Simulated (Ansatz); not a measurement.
Predict the output of the script below (the Python package of Ansatz (0.2.0)).

Input file `input.yaml`:
```yaml
crystal:
  periodic: [false, false, false]
  atoms:
    - { symbol: B, position_ang: [-1.9972, 0.3133, 0.6497] }
    - { symbol: C, position_ang: [-1.1077, -0.4093, -0.3859] }
    - { symbol: Si, position_ang: [0.5405, -0.6947, 0.3749] }
    - { symbol: O, position_ang: [1.3557, 0.8274, 0.837] }
    - { symbol: P, position_ang: [2.2719, 1.3995, -0.4973] }
    - { symbol: H, position_ang: [-2.4864, 1.434, 0.3574] }
    - { symbol: H, position_ang: [-2.2927, -0.1326, 1.6802] }
    - { symbol: H, position_ang: [-1.5224, -1.3657, -0.6532] }
    - { symbol: H, position_ang: [-0.9826, 0.2171, -1.2642] }
    - { symbol: H, position_ang: [1.4203, -1.4508, -0.5262] }
    - { symbol: H, position_ang: [0.3891, -1.5165, 1.6175] }
    - { symbol: H, position_ang: [3.1201, 0.227, -0.5878] }
    - { symbol: H, position_ang: [1.3117, 1.1166, -1.5873] }
basis:
  gaussian: { orbitals: def2-SVP }
hamiltonian:
  xc: pbe0
output:
  forces: true
```

`ch8bopsi_deck.py`
```python
"""Run CH8BOPSi from an input written out key by key."""

import ansatz as az
import numpy as np

session = az.Session.from_deck("input.yaml")
summary = session.plan(threads=1).execute().report

for key in ("converged", "free_energy_ev", "reference_energy_ev", "n_frozen", "n_occupied", "n_virtual"):
    print(f"{key:22s} {summary[key]}")
symbols = ["B", "C", "Si", "O", "P", "H", "H", "H", "H", "H", "H", "H", "H"]

forces = np.array(summary["forces_ev_ang"])
print("largest force", round(float(np.linalg.norm(forces, axis=1).max()), 4), "eV/A, rms", round(float(np.sqrt((forces ** 2).mean())), 4))
charges = summary["charge_distribution"]
print("dipole moment", round(4.803205 * float(np.linalg.norm(charges["dipole_moment_e_ang"])), 3), "D")
print("Mulliken:", [(s, round(q, 3)) for s, q in zip(symbols, charges["mulliken_charges_e"])])
```

```console
$ python ch8bopsi_deck.py
converged              True
free_energy_ev         -21037.15833887586
reference_energy_ev    -21037.15833887586
n_frozen               0
n_occupied             [28, 28]
n_virtual              [90, 90]
largest force 2.5529 eV/A, rms 0.7947
dipole moment 2.708 D
Mulliken: [('B', 0.055), ('C', -0.318), ('Si', 0.56), ('O', -0.636), ('P', 0.332), ('H', -0.018), ('H', -0.002), ('H', 0.102), ('H', 0.082), ('H', -0.07), ('H', -0.072), ('H', 0.001), ('H', -0.016)]
```

Reading the output:
- Total energies depend on the basis set; only differences at equal settings carry meaning.
- The geometry is a force-field or estimated start, not a minimum of this method, and the basis set is short of its limit.
- Finished in 6.5 s on 1 thread of Arm Neoverse V1 (shared host), peak memory 0.3 GiB.
